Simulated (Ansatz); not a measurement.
# Ta: the cost of one run

Computed with Ansatz 0.2.0 (DFT r2SCAN, scalar-relativistic, plane waves, PAW, unless a step's input says otherwise).

This is Ta in the hcp structure; at room conditions it is bcc.

2 further runs of the same task are left out: 1 that didn't finish, 1 set aside as unsound or not needed. Runs told in other sessions of the task aren't counted.

## Step 1: The structure to begin with

Symmetry: P6_3/mmc, No. 194, hexagonal system. Conventional cell: a = 2.888 Å, b = 2.888 Å, c = 5.118 Å, α = 90.00°, β = 90.00°, γ = 120.00°. Ta (site symmetry -6m2) is surrounded by 12 Ta at 2.89 to 3.05 Å.

Structure file:

```
CELL_PARAMETERS angstrom
2.88799 0.00000 0.00000
-1.44399 2.50107 0.00000
0.00000 0.00000 5.11811
ATOMIC_POSITIONS crystal
Ta 0.66667 0.33333 0.75000
Ta 0.33333 0.66667 0.25000
```

It goes back to an entry of the Materials Project, which need not be the stable form.

It is the result of an earlier relaxation at this level (volume 18.48 Å³/atom; gap on the mesh: none (metal)).

## Step 2: Zero of the scan

Input file input.yaml:

```yaml
crystal:
  lattice:
    - [2.8879886106, 0.0, 0.0]
    - [-1.4439943053, 2.5010715026, 0.0]
    - [0.0, 0.0, 5.1181138697]
  atoms:
    - { symbol: Ta, position: [0.6666666667, 0.3333333333, 0.75] }
    - { symbol: Ta, position: [0.3333333333, 0.6666666667, 0.25] }
basis:
  ecutwfc: 500
kpoints:
  mp_grid: { grid: [24, 24, 14] }
hamiltonian:
  xc: r2scan
scf:
  occupations: { method: gaussian, width: 0.15 }
output:
  forces: true
  stress: true
  eigenvalues: true
```

Run with:

```console
> ansatz run input.yaml --threads 1 --pin off --max-ram 2560MiB --backend cpu --events-out ev --progress --plain --runs-dir out
```

Q: Estimate wall time and peak memory on 1 thread of Intel Xeon at 2.50GHz (Skylake/Cascade Lake), shared host.

About 54 s, with a peak of 0.68 GiB.
